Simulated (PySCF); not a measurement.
# BiH10N5 (Bi(NH2)5): the cost of one run

Method: BP86, Bi def2-SVP with ECP60, N def2-SVP, H def2-SVP; scalar-relativistic core potentials, no spin–orbit coupling; program: PySCF 2.14.0.

4 further runs of the same task are left out: 2 for a known fault of the program, 2 that didn't finish.

### Step 1. The starting structure

16 atoms, charge 0, spin multiplicity 1.

Bond lengths: Bi1–N2 2.219 Å, Bi1–N5 2.200 Å, Bi1–N8 2.221 Å, Bi1–N11 2.259 Å, Bi1–N14 2.259 Å, N2–H3 1.036 Å, N2–H4 1.036 Å, N5–H6 1.036 Å, N5–H7 1.036 Å, N8–H9 1.036 Å, N8–H10 1.036 Å, N11–H12 1.037 Å, N11–H13 1.037 Å, N14–H15 1.037 Å, N14–H16 1.037 Å. Angles: N2–Bi1–N5 111.9°, N2–Bi1–N8 119.4°, N2–Bi1–N11 94.9°, N2–Bi1–N14 94.9°, N5–Bi1–N8 128.8°, N5–Bi1–N11 87.6°, N5–Bi1–N14 87.6°, N8–Bi1–N11 88.2°, N8–Bi1–N14 88.2°, N11–Bi1–N14 170.2°, Bi1–N2–H3 105.4°, Bi1–N2–H4 105.4°, H3–N2–H4 105.0°, Bi1–N5–H6 104.0°, Bi1–N5–H7 104.0°, H6–N5–H7 105.6°, Bi1–N8–H9 104.0°, Bi1–N8–H10 104.0° and more.

Coordinates:

```xyz
16
charge 0, multiplicity 1
Bi    0.0703    0.0000    0.0034
N    -1.1432    0.0000    1.8617
H    -0.8181    0.8221    2.4022
H    -0.8181   -0.8221    2.4022
N    -1.1909    0.0000   -1.7988
H    -0.8645   -0.8252   -2.3328
H    -0.8645    0.8252   -2.3328
N     2.2862    0.0000    0.1503
H     2.5746   -0.8224   -0.4098
H     2.5746    0.8224   -0.4098
N     0.1542    2.2509   -0.1700
H     0.6372    2.5875    0.6840
H    -0.8223    2.5776   -0.0454
N     0.1542   -2.2509   -0.1700
H    -0.8223   -2.5776   -0.0454
H     0.6372   -2.5875    0.6840
```

Formal oxidation states: Bi +5. An earlier session relaxed this geometry at BP86, Bi def2-SVP with ECP60, N def2-SVP, H def2-SVP (singlet, point group Cs).

Its energy there is -494.256975 Eh.

### Step 2. Atoms moved at random, σ = 0.1 Å

Input file run.py (the lines that set the calculation):

```python
mol = gto.M(atom='''
Bi     0.25083     0.05418     0.24238
N     -1.08673    -0.05051     1.94725
H     -0.99742     0.76445     2.34448
H     -0.97432    -0.72474     2.29983
N     -1.20577     0.05248    -1.76688
H     -0.76812    -0.90586    -2.28020
H     -0.73803     1.04901    -2.40695
N      2.28654    -0.21668     0.12453
H      2.38158    -0.84208    -0.51455
H      2.65966     0.71338    -0.53106
N      0.19037     2.20095     0.03301
H      0.69348     2.54470     0.71372
H     -0.83781     2.70046    -0.10529
N      0.00692    -2.32758    -0.25504
H     -0.68887    -2.42677    -0.08340
H      0.57236    -2.58539     0.71089''',
    basis={'Bi': 'def2-SVP', 'N': 'def2-SVP', 'H': 'def2-SVP'},
    ecp={'Bi': 'def2-SVP'},
    charge=0, spin=0)
mf = dft.RKS(mol, xc='B88,P86')
mf.grids.atom_grid = (50, 194)
mf = mf.density_fit()  # fitting sets: Bi def2-universal-JKFIT, N def2-universal-JKFIT, H def2-universal-JKFIT
mf.conv_tol = 1e-08; mf.max_cycle = 55
mf.kernel(dm0)  # dm0: the density of the relaxed state
```

Command:

```console
> OMP_NUM_THREADS=4 python run.py
```

**Question.** How long does this run take on 4 threads of Arm Neoverse V2, shared host?

About 6.5 s.
